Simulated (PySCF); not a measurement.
# LiAs (triplet): changing the method

What do other methods print for LiAs (triplet)?

The runs use PySCF 2.14.0; each script names its method and basis.

4 further runs of the same task are left out: 4 that didn't finish.

## 1. The system as given

LiAs (triplet): 2 atoms, charge 0, spin multiplicity 3.

Bond lengths: Li1–As2 2.829 Å.

## 2. The base run

input.py reads:

```python
from pyscf import gto, scf, mcscf

mol = gto.M(
    atom='Li 0 0 0; As 0 0 2.829',
    basis='jorge-dzp',
    charge=0,
    spin=2,
    verbose=3,
)
mf = scf.ROHF(mol)
mf = mf.density_fit(auxbasis='def2-universal-jkfit')
mf.kernel()
mc = mcscf.CASCI(mf, 5, 4)
mc.kernel()
mc.analyze()
mf.dip_moment()
print('orbital energies (hartree):', mf.mo_energy[..., max(0, mol.nelec[1]-3):mol.nelec[0]+3].round(4))
```

On the command line:

```bash
$ OMP_NUM_THREADS=1 python input.py
```

## 3. Stability test (UHF)

Variant 1 changes step after the SCF: casci → stability; SCF type: ROHF → UHF.

input.py reads:

```python
from pyscf import gto, scf

mol = gto.M(
    atom='Li 0 0 0; As 0 0 2.829',
    basis='jorge-dzp',
    charge=0,
    spin=2,
    verbose=3,
)
mf = scf.UHF(mol)
mf = mf.density_fit(auxbasis='def2-universal-jkfit')
mf.kernel()
mf.stability(internal=True, external=True)
mf.dip_moment()
print('orbital energies (hartree):', [e[max(0, n-3):n+3].round(4) for e, n in zip(mf.mo_energy, mol.nelec)])
```

## 4. Mn15 (ROKS)

Variant 2 changes functional: none (Hartree–Fock) → mn15; SCF type: ROHF → ROKS; step after the SCF: casci → analyze.

input.py reads:

```python
from pyscf import gto, dft

mol = gto.M(
    atom='Li 0 0 0; As 0 0 2.829',
    basis='jorge-dzp',
    charge=0,
    spin=2,
    verbose=3,
)
mf = dft.ROKS(mol, xc='mn15')
mf = mf.density_fit(auxbasis='def2-universal-jkfit')
mf.kernel()
mf.analyze()
print('orbital energies (hartree):', mf.mo_energy[..., max(0, mol.nelec[1]-3):mol.nelec[0]+3].round(4))
```

## 5. UHF

Variant 3 changes SCF type: ROHF → UHF.

input.py reads:

```python
from pyscf import gto, scf, mcscf

mol = gto.M(
    atom='Li 0 0 0; As 0 0 2.829',
    basis='jorge-dzp',
    charge=0,
    spin=2,
    verbose=3,
)
mf = scf.UHF(mol)
mf = mf.density_fit(auxbasis='def2-universal-jkfit')
mf.kernel()
mc = mcscf.CASCI(mf, 5, 4)
mc.kernel()
mc.analyze()
mf.dip_moment()
print('orbital energies (hartree):', [e[max(0, n-3):n+3].round(4) for e, n in zip(mf.mo_energy, mol.nelec)])
```

## 6. TDA (UHF)

Variant 4 changes step after the SCF: casci → tda; SCF type: ROHF → UHF; number of roots: none → 5.

input.py reads:

```python
from pyscf import gto, scf, tdscf

mol = gto.M(
    atom='Li 0 0 0; As 0 0 2.829',
    basis='jorge-dzp',
    charge=0,
    spin=2,
    verbose=3,
)
mf = scf.UHF(mol)
mf = mf.density_fit(auxbasis='def2-universal-jkfit')
mf.kernel()
td = tdscf.TDA(mf)
td.nstates = 5
td.kernel()
td.analyze()
mf.dip_moment()
print('orbital energies (hartree):', [e[max(0, n-3):n+3].round(4) for e, n in zip(mf.mo_energy, mol.nelec)])
```

What does the calculation give? Wanted: for each run, E(SCF); from base; gap, α spin; SCF dipole; after the SCF.

The runs gave:

```csv
run,E(SCF) (hartree),from base (eV),"gap, α spin (eV)",SCF dipole (D),after the SCF
base,-2241.564537,0,n/a,7.74,CASCI correlation -0.041 eV
stability test (UHF),-2241.569025,-0.1221,7.95,6.00,stable
mn15 (ROKS),-2243.807548,not comparable,n/a,6.57,n/a
UHF,-2241.569025,-0.1221,7.95,6.00,CASCI correlation 0.326 eV
TDA (UHF),-2241.569025,-0.1221,7.95,6.00,lowest root found 1.11 eV
```

What this shows: A lower total energy from another functional means nothing by itself. The dearest run is “TDA (UHF)”, at 11 s against 1.2 s.
